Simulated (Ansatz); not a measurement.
# CH₈O₂Si₂: one species, many methods

The task here is to estimate one member of a computed series from the others.

The runs use Ansatz 0.2.0, Gaussian basis; functionals in def2-TZVPP, the program's frozen cores in correlated methods.

The runs, in order: PBE-D4, r2SCAN-D4, PBE0-D4, B3LYP-D4, ωB97X-V, ωB97M-V, B2PLYP; CCSD(T)/def2-TZVPP; MP2/def2-QZVPP; extrapolation to the limit.

### The relaxed structure

An earlier PBE0-D4 in a triple-zeta def2 set relaxation fixed the geometry.

SMILES `C[SiH2]O[SiH2]O`, 13 atoms, charge 0, spin multiplicity 1.

Atoms are counted from 1 here; the program's logs count them from 0.

Bond lengths: C1–Si2 1.860 Å, C1–H6 1.093 Å, C1–H7 1.094 Å, C1–H8 1.093 Å, Si2–O3 1.644 Å, Si2–H9 1.486 Å, Si2–H10 1.488 Å, O3–Si4 1.628 Å, Si4–O5 1.642 Å, Si4–H11 1.480 Å, Si4–H12 1.483 Å, O5–H13 0.958 Å. Angles: Si2–C1–H6 110.9°, Si2–C1–H7 110.3°, Si2–C1–H8 111.2°, H6–C1–H7 108.0°, H6–C1–H8 108.3°, H7–C1–H8 108.0°, C1–Si2–O3 111.3°, C1–Si2–H9 110.8°, C1–Si2–H10 110.2°, O3–Si2–H9 107.3°, O3–Si2–H10 108.5°, H9–Si2–H10 108.6°, Si2–O3–Si4 142.8°, O3–Si4–O5 112.3°, O3–Si4–H11 110.2°, O3–Si4–H12 106.5°, O5–Si4–H11 104.7°, O5–Si4–H12 110.9° and more.

Coordinates:

```
C    -1.51539    0.67400    1.03755
Si    0.33171    0.59798    1.24223
O     1.00138   -0.49664    0.21450
Si    0.79570   -1.20722   -1.23526
O     0.49073   -0.11881   -2.42582
H    -1.78309    0.97457    0.02140
H    -1.94376    1.40378    1.73019
H    -1.97569   -0.29580    1.24127
H     0.69421    0.18628    2.62296
H     0.93334    1.93186    0.97035
H    -0.39747   -2.08201   -1.21173
H     2.04053   -1.96292   -1.51504
H     1.21301    0.43354   -2.72740
```

The first run:

in.yaml reads:

```yaml
crystal:
  periodic: [false, false, false]
  atoms:
    - {symbol: C, position_ang: [-1.515388, 0.674001, 1.037551]}
    - {symbol: Si, position_ang: [0.331707, 0.597978, 1.242234]}
    - {symbol: O, position_ang: [1.001377, -0.496642, 0.214504]}
    - {symbol: Si, position_ang: [0.795703, -1.207222, -1.235263]}
    - {symbol: O, position_ang: [0.490728, -0.118810, -2.425816]}
    - {symbol: H, position_ang: [-1.783088, 0.974575, 0.021399]}
    - {symbol: H, position_ang: [-1.943758, 1.403778, 1.730191]}
    - {symbol: H, position_ang: [-1.975694, -0.295804, 1.241271]}
    - {symbol: H, position_ang: [0.694211, 0.186281, 2.622960]}
    - {symbol: H, position_ang: [0.933338, 1.931857, 0.970347]}
    - {symbol: H, position_ang: [-0.397473, -2.082012, -1.211733]}
    - {symbol: H, position_ang: [2.040534, -1.962920, -1.515044]}
    - {symbol: H, position_ang: [1.213005, 0.433541, -2.727400]}
basis:
  gaussian: {orbitals: def2-TZVPP}
hamiltonian: {xc: pbe, dispersion: d4}
output: {forces: true, orbitals: {seedname: orbitals}}
```

Run with:

```sh
$ ansatz run in.yaml --threads 4 --pin off --events-out ev --progress --plain --max-ram 10444MiB
```

Among the steps run: PBE-D4 (GGA); r2SCAN-D4 (meta-GGA); PBE0-D4 (hybrid); B3LYP-D4 (hybrid); ωB97X-V (range-separated); ωB97M-V (range-separated); B2PLYP (double hybrid); CCSD(T) in def2-TZVPP; MP2 in def2-QZVPP.

One table of the session follows, with a row left open; its other results are not shown here.

It belongs to the step «Atomisation energies». 

| method | atomisation energy (eV) |
| --- | --- |
| PBE-D4 | 49.669 |
| r2SCAN-D4 | 49.718 |
| PBE0-D4 | 49.124 |
| B3LYP-D4 | 49.610 |
| ωB97X-V | 49.914 |
| ωB97M-V | 49.861 |
| B2PLYP | 49.191 |
| HF/def2-TZVPP | 37.283 |
| MP2/def2-TZVPP | 49.226 |
| CCSD/def2-TZVPP | 48.073 |
| CCSD(T)/def2-TZVPP | 48.615 |
| MP2/CBS | 50.569 |
| CCSD(T)/CBS | ? |

Estimate the missing values for CCSD(T)/CBS.

As computed: atomisation energy (eV): 49.958. In the column «atomisation energy (eV)» it lies between ωB97X-V (49.914) and MP2/CBS (50.569).
